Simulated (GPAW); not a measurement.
NbRu3C:

```xyz
5
Lattice="4.0651 0.0000 0.0000 0.0000 4.0651 0.0000 0.0000 0.0000 4.0651" Properties=species:S:1:pos:R:3 pbc="T T T"
Ru    2.0326    2.0326    0.0000
Ru    2.0326    0.0000    2.0326
Ru    0.0000    2.0326    2.0326
Nb    0.0000    0.0000    0.0000
C     2.0326    2.0326    2.0326
```

The cell comes from a database or a generator and needn't be the stable form of this composition.

Base run:

| Property | Result |
| --- | --- |
| Program | GPAW 26.7.0 |
| Functional | r2SCAN |
| Potentials or basis | GPAW PAW data sets (gpaw-data 1.2.1) |
| Cutoff | 800 eV |
| Basis | pw |
| k mesh | 5 × 5 × 5 |
| Occupations | fermi-dirac, width 0.05 eV |
| Spin | no spin polarisation |

Its results: pressure -6.7 GPa.

Problem. The run is repeated on the same cell with these changes: functional from r2SCAN to LDA; potentials or basis from GPAW PAW data sets (gpaw-data 1.2.1) to the program's PAW data sets (release 1.2.1) made for this functional; cutoff from 800 eV to 600 eV. What comes out?

Solution. Pressure -17.8 GPa.

Caveats: the PAW data sets were made with another functional, which shifts forces and pressure a little (some runs); the cutoff is short for stress and forces, so pressures can be off by a GPa or more (some runs); so large a pressure means that the cell lies far from this level's equilibrium, or that cutoff or potentials fall short (some runs).

Not every run made on this cell is shown here.
